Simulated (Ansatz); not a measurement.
# AlBFH5O2: the cost of one run

Program: Ansatz 0.2.0. Level of theory: RKS BLYP/6-31G*. These are calculated values, not measurements.

### 1 The starting structure

Bond lengths: B1–F3 1.320 Å, B1–O4 1.410 Å, O4–H5 1.010 Å, B1–O6 1.710 Å, O6–Al7 1.780 Å, Al7–H8 1.560 Å, Al7–H9 1.560 Å, Al7–H10 1.559 Å. Angles: F3–B1–O4 120.0°, F3–B1–O6 96.8°, O4–B1–O6 101.3°, B1–O4–H5 109.5°, B1–O6–Al7 125.0°, O6–Al7–H8 120.0°, O6–Al7–H9 120.0°, O6–Al7–H10 43.5°, H8–Al7–H9 120.0°, H8–Al7–H10 79.8°, H9–Al7–H10 154.4°.

As a file:

```xyz
10

B     0.0000    0.0000    0.0000
H     0.0000    0.0000    1.5400
F     1.1431    0.0000   -0.6600
O    -1.2211    0.0000   -0.7050
H    -1.7308   -0.8467   -0.4965
O     0.0766    1.6210    0.5392
Al    0.7098    2.1426    2.1189
H     1.2046    1.0815    3.1499
H     0.7698    3.6608    2.4724
H     0.0407    0.8604    1.5370
```

### 2 Pulling towards end A

Springs on the bonds that form and break draw the guess towards this end; the thresholds are loose.

input.yaml reads:

```yaml
crystal:
  periodic: [false, false, false]
  atoms:
    - { symbol: B, position_ang: [0.0, 0.0, 0.0] }
    - { symbol: H, position_ang: [0.0, 0.0, 1.54] }
    - { symbol: F, position_ang: [1.1431, 0.0, -0.66] }
    - { symbol: O, position_ang: [-1.2211, 0.0, -0.705] }
    - { symbol: H, position_ang: [-1.7308, -0.8467, -0.4965] }
    - { symbol: O, position_ang: [0.0766, 1.621, 0.5392] }
    - { symbol: Al, position_ang: [0.7098, 2.1426, 2.1189] }
    - { symbol: H, position_ang: [1.2046, 1.0815, 3.1499] }
    - { symbol: H, position_ang: [0.7698, 3.6608, 2.4724] }
    - { symbol: H, position_ang: [0.0407, 0.8604, 1.537] }
basis:
  gaussian: { orbitals: "6-31G*" }
hamiltonian:
  xc: blyp
relax:
  f_tol: 0.15
  max_steps: 25
  restrain:
    - { distance: [0, 5], at: 2.61, k: 30.0 }
    - { distance: [9, 1], at: 1.86, k: 30.0 }
    - { distance: [0, 1], at: 1.19, k: 30.0 }
    - { distance: [9, 5], at: 1.01, k: 30.0 }
```

Started as:

```bash
$ ansatz run input.yaml --threads 2 --pin off --max-ram 3072MiB --backend cpu --events-out ev --progress --plain --runs-dir out
```

**Question.** How long does this run take on 2 threads of AMD EPYC 9R45 (Zen 5), shared host, and how much memory does it need?

About 16 s, with a peak of 0.17 GiB.
